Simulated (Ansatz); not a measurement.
# GeH2+ (doublet): from Hartree-Fock to the top rungs at distance Ge1–H2 = 4.141 Å, aug-cc-pVDZ

How much of the correlation energy of GeH2+ (doublet) does each wave-function method recover here?

Program: Ansatz 0.2.0, Gaussian basis. Level of theory: aug-cc-pVDZ, core rule «outside noble gas», up to 14 orbitals frozen. These are calculated values, not measurements.

The runs, in order: UHF; CCSD(T) on ROHF; CCSD(T) on UHF; BCCD(T) on ROHF; CISD; CCSDT(Q) on ROHF; CCSDT(Q) on UHF; CASSCF and MRCISD+Q, 3 electrons in 3 orbitals; CASSCF and NEVPT2, 3 electrons in 3 orbitals; CASSCF and MRCISD+Q, 5 electrons in 6 orbitals; CASSCF and NEVPT2, 5 electrons in 6 orbitals; Full CI.

20 further runs of the same task are left out: 2 for a known fault of the program, 15 that didn't finish, 3 set aside as unsound or not needed.

### Step 1. The system

The geometry derives from a PBE0/def2-TZVP stationary point (not a proven minimum). One bond is set to the value named and the two fragments are kept rigid. No spin-orbit coupling is included. The filled d shell of Ge may be among the frozen orbitals whatever the setting's name suggests; the logs give the count.

3 atoms, charge 1, spin multiplicity 2.

Atoms are counted from 1 here; the program's logs count them from 0.

Bond lengths: Ge1–H3 1.552 Å.

### Step 2. UHF

Input file in.yaml:

```yaml
crystal:
  periodic: [false, false, false]
  atoms:
    - {symbol: Ge, position_ang: [0.000000, -0.037899, 0.030414]}
    - {symbol: H, position_ang: [0.000000, 2.004067, -3.572121]}
    - {symbol: H, position_ang: [0.000000, 0.727221, 1.380276]}
basis:
  gaussian: {orbitals: aug-cc-pVDZ}
total_charge: 1
magnetization: {spin_polarized: true, initial_magnetization: 1}
hamiltonian: {xc: hf}
output: {orbitals: {seedname: orbitals}}
```

Started as:

```console
> ansatz run in.yaml --threads 1 --pin off --events-out ev --progress --plain --max-ram 2393MiB
```

The runs that follow: CCSD(T) on ROHF; CCSD(T) on UHF; BCCD(T) on ROHF; CISD; CCSDT(Q) on ROHF; CCSDT(Q) on UHF; CASSCF and MRCISD+Q, 3 electrons in 3 orbitals; CASSCF and NEVPT2, 3 electrons in 3 orbitals; CASSCF and MRCISD+Q, 5 electrons in 6 orbitals; CASSCF and NEVPT2, 5 electrons in 6 orbitals; Full CI.

**Question.** What will the summary of the whole plan be? Wanted: FCI below the RHF energy; RMP2 from FCI; UMP2 from FCI; RCCSD from FCI; RCCSD(T) from FCI; UCCSD(T) from FCI; RCCSDT(Q) from FCI; UCCSDT(Q) from FCI; NEVPT2 valence from FCI.

**Answer**, as computed:

| quantity | value |
| --- | --- |
| FCI below the RHF energy | -2.1296 eV |
| RMP2 from FCI | +619.8 meV |
| UMP2 from FCI | +619.9 meV |
| RCCSD from FCI | +35.7 meV |
| RCCSD(T) from FCI | +9.2 meV |
| UCCSD(T) from FCI | +9.2 meV |
| RCCSDT(Q) from FCI | +0.3 meV |
| UCCSDT(Q) from FCI | +0.3 meV |
| NEVPT2 valence from FCI | +297.5 meV |
| MRCISD+Q valence from FCI | +8.0 meV |
| levels within 1 kcal/mol (43 meV) | RCCSD, UCCSD, RCCSD(T), UCCSD(T), BCCD(T), RCCSDT, UCCSDT, RCCSDT(Q), UCCSDT(Q), MRCISD valence, MRCISD+Q valence |
| T1 diagnostic | 0.009 |
| effectively unpaired electrons | 1.06 |

In words: RCCSD(T) misses by +9.2 meV, 0.4 % of the correlation energy. One determinant dominates. Of the multireference levels listed MRCISD+Q valence comes nearest in total energy (+8.0 meV), which doesn't show that its space is the better one. These misses are within one basis, not against nature; the frozen cores of restricted and unrestricted runs differ, which can shift their rows.
